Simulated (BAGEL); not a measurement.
**CH3BClNO (SMILES [H]/N=C\B(O)Cl) at HF/3-21G (density fitting with qzvpp-jkfit)**

What is the vertical ionisation energy of CH3BClNO at HF/3-21G (density fitting with qzvpp-jkfit)? 

The results are computed with BAGEL 1.2.2.

### Step 1. The molecule

CH3BClNO: 8 atoms, total charge 0, spin state singlet. As SMILES, `[H]/N=C\B(O)Cl`. The shape is that of a PBE0-D4/def2-TZVP optimisation. This is one conformer, not always the lowest.

Bond lengths: N1–C2 1.270 Å, C2–B3 1.571 Å, B3–O4 1.342 Å, B3–Cl5 1.771 Å, N1–H6 1.025 Å, C2–H7 1.096 Å, O4–H8 0.962 Å. Angles: N1–C2–B3 126.2°, C2–B3–O4 119.1°, C2–B3–Cl5 119.9°, O4–B3–Cl5 121.0°, N1–C2–H7 116.5°, B3–C2–H7 117.2°, C2–N1–H6 110.1°, B3–O4–H8 114.5°.

### Step 2. The energy at HF/3-21G (density fitting with qzvpp-jkfit)

Input file job.json:

```json
{ "bagel": [

{
  "title": "molecule",
  "basis": "3-21g",
  "df_basis": "qzvpp-jkfit",
  "angstrom": true,
  "geometry": [
    { "atom": "N", "xyz": [   -0.428500,    1.745600,    0.743700 ] },
    { "atom": "C", "xyz": [   -0.322700,    0.482100,    0.812400 ] },
    { "atom": "B", "xyz": [    0.172300,   -0.471900,   -0.334000 ] },
    { "atom": "O", "xyz": [    0.230100,   -1.793200,   -0.105500 ] },
    { "atom": "Cl", "xyz": [    0.644400,    0.203500,   -1.901500 ] },
    { "atom": "H", "xyz": [   -0.141000,    2.072800,   -0.183700 ] },
    { "atom": "H", "xyz": [   -0.604600,    0.018200,    1.764400 ] },
    { "atom": "H", "xyz": [    0.542100,   -2.314100,   -0.851700 ] }
  ]
},
{ "title": "hf" },
{ "title": "print", "file": "orbitals.molden", "orbitals": true }

]}
```

Launch:

```sh
$ BAGEL_NUM_THREADS=1 BAGEL job.json > job.out
```

Output:

```text
* using 1 threads per process

  ===============================================================
  ===============================================================

  *** Geometry ***

  { "atom" : "N", "xyz" : [     -0.809748,      3.298706,      1.405389 ] },
  { "atom" : "C", "xyz" : [     -0.609815,      0.911037,      1.535214 ] },
  { "atom" : "B", "xyz" : [      0.325600,     -0.891762,     -0.631169 ] },
  { "atom" : "O", "xyz" : [      0.434826,     -3.388657,     -0.199366 ] },
  { "atom" : "Cl", "xyz" : [      1.217740,      0.384559,     -3.593314 ] },
  { "atom" : "H", "xyz" : [     -0.266451,      3.917024,     -0.347143 ] },
  { "atom" : "H", "xyz" : [     -1.142528,      0.034393,      3.334233 ] },
  { "atom" : "H", "xyz" : [      1.024421,     -4.373015,     -1.609480 ] },

  Number of auxiliary basis functions:      486

  Since a DF basis is specified, we compute 2- and 3-index integrals:
    o Being stored without compression. Storage requirement is 0.012 GB

  Number of basis functions:       55
  Number of electrons      :       46

    * METHOD: MOLECULE                             0.13

  *** RHF ***

  === Nuclear Repulsion ===
   190.5649547877

      * DIIS with orbital gradients will be used.

  === RHF iteration (3-21g) ===
      0       -649.73446802          0.02580199           0.03
      1       -649.84628910          0.01662753           0.03
      2       -649.89905100          0.00189793           0.03
      3       -649.90077292          0.00078281           0.03
      4       -649.90099610          0.00028057           0.03
      5       -649.90105619          0.00013059           0.02
      6       -649.90106502          0.00004412           0.02
      7       -649.90106640          0.00001031           0.03
      8       -649.90106645          0.00000531           0.03
      9       -649.90106646          0.00000171           0.03
     10       -649.90106646          0.00000054           0.03
     11       -649.90106646          0.00000021           0.03
     12       -649.90106646          0.00000008           0.03
     13       -649.90106646          0.00000003           0.03
     14       -649.90106646          0.00000001           0.03
    * SCF iteration converged.

    * Permanent dipole moment:
           (   -0.277976,     1.008458,     0.502570) a.u.

    * METHOD: HF                                   0.50

    * METHOD: PRINT                                0.00

  ===============================================================
```

Wall time 0.81 s (1 thread of Intel Xeon 6975P-C (Granite Rapids), shared host).

### Step 3. The doublet cation, same level

Input file calc.json:

```json
{ "bagel": [

{
  "title": "molecule",
  "basis": "3-21g",
  "df_basis": "qzvpp-jkfit",
  "angstrom": true,
  "geometry": [
    { "atom": "N", "xyz": [      -0.428500,       1.745600,       0.743700 ] },
    { "atom": "C", "xyz": [      -0.322700,       0.482100,       0.812400 ] },
    { "atom": "B", "xyz": [       0.172300,      -0.471900,      -0.334000 ] },
    { "atom": "O", "xyz": [       0.230100,      -1.793200,      -0.105500 ] },
    { "atom": "Cl", "xyz": [       0.644400,       0.203500,      -1.901500 ] },
    { "atom": "H", "xyz": [      -0.141000,       2.072800,      -0.183700 ] },
    { "atom": "H", "xyz": [      -0.604600,       0.018200,       1.764400 ] },
    { "atom": "H", "xyz": [       0.542100,      -2.314100,      -0.851700 ] }
  ]
},

{
  "title": "uhf",
  "charge": 1,
  "nopen": 1
},

{
  "title": "print",
  "file": "orbitals.molden",
  "orbitals": true
}

]}
```

Launch:

```sh
$ BAGEL_NUM_THREADS=1 BAGEL calc.json > calc.out
```

Output:

```text
* using 1 threads per process

  ===============================================================
  ===============================================================

  *** Geometry ***

  { "atom" : "N", "xyz" : [     -0.809748,      3.298706,      1.405389 ] },
  { "atom" : "C", "xyz" : [     -0.609815,      0.911037,      1.535214 ] },
  { "atom" : "B", "xyz" : [      0.325600,     -0.891762,     -0.631169 ] },
  { "atom" : "O", "xyz" : [      0.434826,     -3.388657,     -0.199366 ] },
  { "atom" : "Cl", "xyz" : [      1.217740,      0.384559,     -3.593314 ] },
  { "atom" : "H", "xyz" : [     -0.266451,      3.917024,     -0.347143 ] },
  { "atom" : "H", "xyz" : [     -1.142528,      0.034393,      3.334233 ] },
  { "atom" : "H", "xyz" : [      1.024421,     -4.373015,     -1.609480 ] },

  Number of auxiliary basis functions:      486

  Since a DF basis is specified, we compute 2- and 3-index integrals:
    o Being stored without compression. Storage requirement is 0.012 GB

  Number of basis functions:       55
  Number of electrons      :       46

    * METHOD: MOLECULE                             0.13

  *** Open-shell HF ***

  === Nuclear Repulsion ===
   190.5649547877

      * DIIS with orbital gradients will be used.

  === UHF iteration (3-21g) ===
      0       -649.35357915          0.04941775           0.06
      1       -649.47144578          0.03925380           0.07
      2       -649.51079028          0.02998628           0.06
      3       -649.55990252          0.00494187           0.07
      4       -649.56558728          0.00332898           0.08
      5       -649.57243047          0.00133904           0.06
      6       -649.57431396          0.00044833           0.05
      7       -649.57493380          0.00025583           0.05
      8       -649.57541238          0.00019981           0.05
      9       -649.57589590          0.00019172           0.05
     10       -649.57625773          0.00017893           0.05
     11       -649.57704352          0.00015495           0.05
     12       -649.57744233          0.00006305           0.05
     13       -649.57743357          0.00004398           0.05
     14       -649.57744516          0.00001372           0.05
     15       -649.57744795          0.00000943           0.05
     16       -649.57744853          0.00000415           0.05
     17       -649.57744874          0.00000161           0.05
     18       -649.57744877          0.00000080           0.05
     19       -649.57744878          0.00000024           0.05
     20       -649.57744878          0.00000011           0.05
     21       -649.57744878          0.00000006           0.05
     22       -649.57744878          0.00000003           0.05
     23       -649.57744878          0.00000001           0.05
     24       -649.57744878          0.00000001           0.06
    * SCF iteration converged.

    * S^2 (UHF) is 0.9601

    * Permanent dipole moment:
           (    0.632093,    -0.915358,    -1.556399) a.u.

    * METHOD: UHF                                  1.49

    * METHOD: PRINT                                0.00

  ===============================================================
```

It took 1.8 s on 1 thread of Intel Xeon 6975P-C (Granite Rapids), shared host.

### Step 4. Outcome

At HF/3-21G (density fitting with qzvpp-jkfit):

| quantity | value |
| --- | --- |
| singlet CH3BClNO: total energy | -649.90107 Eh |
| singlet CH3BClNO: dipole moment | 2.95 D |
| singlet CH3BClNO: HOMO energy | -11.26 eV |
| singlet CH3BClNO: LUMO energy | 2.21 eV |
| singlet CH3BClNO: HOMO–LUMO gap | 13.48 eV |
| doublet cation: total energy | -649.57745 Eh |
| doublet cation: ⟨S²⟩ | 0.960 |
| vertical ionisation energy (to the doublet cation) | 8.806 eV |

In words: The vertical ionisation energy comes to 8.81 eV (203 kcal/mol). −ε(HOMO) before ionisation, 11.26 eV, is 2.46 eV above this ionisation energy. ⟨S²⟩ (doublet cation) is 0.96 where a pure doublet has 0.75: the reference is spin-contaminated.
